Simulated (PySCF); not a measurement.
# C3H5BrFGa: the cost of one run

The runs use PySCF 2.14.0, with density-fitted response routines of our own; the level of theory stands in each step. All values are computed, except where a source is named. Atoms count from 0, in the outputs and in this text.

### Step 1. The molecule as given

11 atoms, charge 0, multiplicity 1; geometry from: GFN2-xTB. The atoms were then displaced at random by about 0.01 Å, so the start is not that level's minimum.

Bonds of the start (Å): C0–C1 1.34, C1–Br2 1.93, C1–Ga3 1.99, Ga3–C4 2.07, Ga3–F5 1.76, C0–H6 1.07, C0–H7 1.09, C4–H8 1.11, C4–H9 1.09, C4–H10 1.07.

### Step 2. Geometry optimisation at PBE0-D3(BJ)/def2-SVP

The job: settings as JSON, then the geometry in Å.

```
{"job": {"xc": "PBE0", "basis": "def2-SVP", "d3": "d3bj", "grid": 1, "shake": 0.01, "kind": "geom"}, "charge": 0, "multiplicity": 1}
C      2.539950     0.462360     0.411210
C      1.301430     0.308140    -0.083080
Br     0.901620     0.539790    -1.954710
Ga    -0.429250    -0.196670     0.747740
C     -2.267330    -0.427020    -0.176770
F     -0.292730    -0.449600     2.483910
H      2.690310     0.344590     1.467730
H      3.390520     0.773120    -0.197730
H     -2.950730    -0.864920     0.573850
H     -2.657200     0.547520    -0.466860
H     -2.188490    -1.063140    -1.036020
```

On the command line:

```
OMP_NUM_THREADS=1 python probes_run.py task.json out
```

This one command runs all jobs of the session in turn.

**Question.** How long does this first job take on 1 thread of Arm Neoverse V1, shared host, and how much memory does it need?

About 98 s, with a peak of 0.63 GiB.
